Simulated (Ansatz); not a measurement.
This script makes a check of PAW against all-electron LAPW of Cs₃Hg, space group Pm-3m with Ansatz's Python interface.

`run_paw_lapw.py`:
```python
"""PAW against all-electron LAPW for Cs3Hg."""

import logging
import sys

import ansatz as az
import numpy as np
from tabulate import tabulate

logging.basicConfig(stream=sys.stdout, format="%(name)s: %(message)s")
log = logging.getLogger("run")
log.setLevel(logging.INFO)

SMEARING = "cold"
FUNCTIONAL = "pbesol"


def count_gap(report):
    # lowest empty less highest filled band, counting bands; zero where they overlap
    return max(report.get("gap_by_band_count_ev") or 0.0, 0.0)

xtal = (
    az.Lattice.of((6.783537, 0.0, 0.0), (0.0, 6.783537, 0.0), (0.0, 0.0, 6.783537))
    .atom("Cs", (0.0, 0.5, 0.5))
    .atom("Cs", (0.5, 0.0, 0.5))
    .atom("Cs", (0.5, 0.5, 0.0))
    .atom("Hg", (0.0, 0.0, 0.0))
)

calc = (
    xtal.calculation()
    .occupations(SMEARING, width=100 * az.meV)
    .kpoints(4)
    .functional(FUNCTIONAL)
    .stress()
    .forces()
    .band_table()
)
variants = {
    "PAW": calc.pseudopotentials("paw"),
    "LAPW": calc.pseudopotentials("all_electron", lapw=True),
}
# totals differ by the cores that each treatment holds, so compare what does not depend on them
rows = []
for label, variant in variants.items():
    summary = variant.run(threads=1).report
    levels = np.array(summary["eigenvalues_ev"][0]) - summary["fermi_energy_ev"]
    print(label, "levels at the first k-point near E_F:", np.round(levels[np.abs(levels) < 5], 3))
    rows.append((label, summary["n_electrons"], np.trace(summary["stress_gpa"]) / 3, count_gap(summary)))
print(tabulate(rows, headers=["treatment", "electrons in bands", "P GPa", "gap by band count eV"], floatfmt=".4f", tablefmt="github"))
```

How well do the two treatments of the cores agree on the pressure?

PAW gives -0.311 GPa and LAPW -0.311 GPa, 0.000 GPa apart. They took 4.7 and 8.9 s of processor time.

What the script printed:

Output of `python run_paw_lapw.py`:
```text
DeckWarning: basis.ecutwfc = 420 eV, auto-derived from the records' recommended cutoffs: set by Cs (normal level)
PAW levels at the first k-point near E_F: [-4.369 -1.055  0.828  0.828  1.164  1.164  1.164  1.232]
LAPW levels at the first k-point near E_F: [-4.369 -1.055  0.828  0.828  1.164  1.164  1.164  1.232  1.291  1.291
  1.291  3.54 ]
| treatment   |   electrons in bands |   P GPa |   gap by band count eV |
|-------------|----------------------|---------|------------------------|
| PAW         |              47.0000 | -0.3109 |                 0.0000 |
| LAPW        |              91.0000 | -0.3108 |                 0.0000 |
```
(Warnings from the package without file and line.)

Notes:
- The computed bands are complete only to about 1.2 eV above the Fermi level.
- The mesh is modest for a metal, so energies can be off by several to tens of meV an atom and pressures by half a GPa or more; differences at equal mesh fare better.
- A gap by band count of zero or less means overlapping bands, a metal, and at an odd count of electrons it is no gap at all.
- The structure comes from a database of computed cells and needn't be a stable or known phase.
- Gaps and levels are Kohn-Sham values on a finite set of k-points, without spin-orbit coupling.
- Pressure is positive in compression; the treatments may keep other shells as core, so totals and counts of electrons can differ.
- By the engine's processor time: 14 s on 1 thread of Intel(R) Xeon(R) Processor @ 2.30GHz, on a shared host, peak memory 0.69 GiB.
